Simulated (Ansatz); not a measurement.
# Rhodium, simple cubic: r²SCAN0 after r²SCAN

How do the levels change when part of the exchange is made exact, and what does it cost? Spin polarisation is left out. The geometry was relaxed under r²SCAN beforehand and is kept. Exact exchange is dear, so the k-mesh is coarse, and r²SCAN is run on the same mesh for comparison.

Method: DFT, plane waves (500 eV) with PBE-made PAW files, scalar-relativistic; functionals as named at each step, in Ansatz 0.2.0.

**1. The structure to begin with**

The structure is cubic, space group Pm-3m (No. 221). The conventional cell has a = 2.514 Å, b = 2.514 Å, c = 2.514 Å, α = 90.00°, β = 90.00°, γ = 90.00°. Rh (site symmetry m-3m) is surrounded by 6 Rh at 2.51 Å.

Structure file:

```cif
data_structure
_symmetry_space_group_name_H-M 'P 1'
_symmetry_Int_Tables_number 1
_cell_length_a 2.5139
_cell_length_b 2.5139
_cell_length_c 2.5139
_cell_angle_alpha 90.000
_cell_angle_beta 90.000
_cell_angle_gamma 90.000
_cell_volume 15.89
loop_
_atom_site_label
_atom_site_type_symbol
_atom_site_fract_x
_atom_site_fract_y
_atom_site_fract_z
_atom_site_occupancy
Rh1 Rh 0.00000 0.00000 0.00000 1
```

**2. r²SCAN, coarse mesh**

The run with r²SCAN.

Contents of input.yaml:

```yaml
crystal:
  lattice:
    - [2.5138607424, 0.0, 0.0]
    - [0.0, 2.5138607424, 0.0]
    - [0.0, 0.0, 2.5138607424]
  atoms:
    - { symbol: Rh, position: [0.0, 0.0, 0.0] }
hamiltonian:
  xc: r2scan
  pseudopotentials:
    kind: paw
    azcp:
      Rh: "pseudopotentials/Rh.paw.azcp"
basis:
  ecutwfc: 500
  fft_grid_basis: typed
kpoints:
  mp_grid: { grid: [6, 6, 6], shift: [0, 0, 0] }
magnetization:
  spin_polarized: false
scf:
  occupations: { method: fermi_dirac, width: 0.1 }
```

Started as:

```console
$ ansatz run input.yaml --threads 4 --pin off --max-ram 8192MiB --backend cpu --events-out ev --progress --plain --runs-dir out
```

**3. r²SCAN0 on the coarse mesh**

The run with r²SCAN0.

input.yaml, as its differences from that of step 2:

```diff
@@ -8,3 +8,3 @@
 hamiltonian:
-  xc: r2scan
+  xc: r2scan0
   pseudopotentials:
@@ -22 +22,6 @@
   occupations: { method: fermi_dirac, width: 0.1 }
+output:
+  write_density: true
+  write_potential: true
+  elf: true
+  volumetric_format: npy
```

(Steps that only read results are left out.)

**Question.** What will these runs give? Wanted: r²SCAN: gap; r²SCAN0: gap; r²SCAN0: relative to fcc.

**Answer**, as computed:

| quantity | value |
| --- | --- |
| r²SCAN: gap | none (levels filled in part) |
| r²SCAN0: gap | none (levels filled in part) |
| r²SCAN0: SCF cycles, exchange loops | 24, 4 |
| r²SCAN0: CPU time over that of r²SCAN | 24 |
| r²SCAN0: relative to fcc | +1012 meV/atom |

**Reading.** Both r²SCAN and r²SCAN0 leave levels filled in part. The hybrid took 24 times as much CPU time as r²SCAN on the same settings. The exchange operator of r²SCAN0 was renewed in 4 outer loops. The dense-mesh value adds -149.9 meV/atom, the change that r²SCAN shows between the coarse mesh and its own dense run (not shown). Under r²SCAN0 it lies 1012 meV/atom above fcc (computed apart in the same way); on such meshes a few tens of meV are uncertain for metals. The total energies in the logs cannot be compared from one functional to another.
